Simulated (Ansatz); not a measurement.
**GaH5N2: molecular dynamics**

Aim: follow the molecule's vibrations and see whether its bonds hold. The start is relaxed first. Runs: 300 steps of 0.5 fs at constant energy, with velocities drawn for 1500 K.

Method: RKS PBE/def2-mTZVP, in Ansatz 0.2.0.

### 1 The structure to begin with

Bond lengths: Ga1–N2 1.930 Å, N2–H3 1.060 Å, N2–H4 1.060 Å, Ga1–H5 1.570 Å, Ga1–N6 1.930 Å, N6–H7 1.060 Å, N6–H8 1.060 Å. Angles: Ga1–N2–H3 120.0°, Ga1–N2–H4 120.0°, H3–N2–H4 120.0°, N2–Ga1–H5 120.0°, N2–Ga1–N6 120.0°, H5–Ga1–N6 120.0°, Ga1–N6–H7 120.0°, Ga1–N6–H8 120.0°, H7–N6–H8 120.0°.

Coordinates:

```xyz
8

Ga    0.0000    0.0000    0.0000
N     0.0000    0.0000    1.9300
H    -0.8770   -0.2713    2.4600
H     0.8770    0.2713    2.4600
H     1.3596    0.0000   -0.7850
N    -1.6714    0.0000   -0.9650
H    -2.3403   -0.8164   -0.8664
H    -1.9204    0.8164   -1.5936
```

### 2 Relaxing the start

input.yaml

```yaml
crystal:
  periodic: [false, false, false]
  atoms:
    - { symbol: Ga, position_ang: [0.0, 0.0, 0.0] }
    - { symbol: "N", position_ang: [0.0, 0.0, 1.93] }
    - { symbol: H, position_ang: [-0.877, -0.2713, 2.46] }
    - { symbol: H, position_ang: [0.877, 0.2713, 2.46] }
    - { symbol: H, position_ang: [1.3596, 0.0, -0.785] }
    - { symbol: "N", position_ang: [-1.6714, 0.0, -0.965] }
    - { symbol: H, position_ang: [-2.3403, -0.8164, -0.8664] }
    - { symbol: H, position_ang: [-1.9204, 0.8164, -1.5936] }
basis:
  gaussian: { orbitals: def2-mTZVP }
hamiltonian:
  xc: pbe
relax:
  f_tol: 0.02
  max_steps: 40
output:
  orbitals: {}
```

Command:

```sh
$ ansatz run input.yaml --threads 1 --pin off --max-ram 2048MiB --backend cpu --events-out ev --progress --plain --runs-dir out
```

Further steps of the session: The run.

What does the calculation give? Wanted: relaxation of the start; temperature, first and last step; temperature, second half; potential energy, second half; largest change of the total energy; bonds formed or broken.

**Answer**, as computed:

```
                          quantity                           value
           relaxation of the start         7 moves, 0.745 eV lower
                            length             300 steps of 0.5 fs
  temperature, first and last step                  1500 and 587 K
          temperature, second half  mean 777 K, from 271 to 1089 K
     potential energy, second half     +70 meV/atom from the start
largest change of the total energy                   0.27 meV/atom
            bonds formed or broken                               0
```

In words: The temperature starts at 1500 K and averages 777 K in the second half, where it ranges from 271 to 1089 K. About half is expected from a start at a minimum: kinetic energy passes into potential energy until both shares match. The total energy strays from its start by at most 0.27 meV/atom, 0.4 % of the mean kinetic energy, so a step of 0.5 fs is short enough over this time. The bonding pattern survives the run. A run of 150 fs with 8 atoms shows the motion but fixes no equilibrium value. The nuclei move classically, without zero-point motion, which matters most for hydrogen.
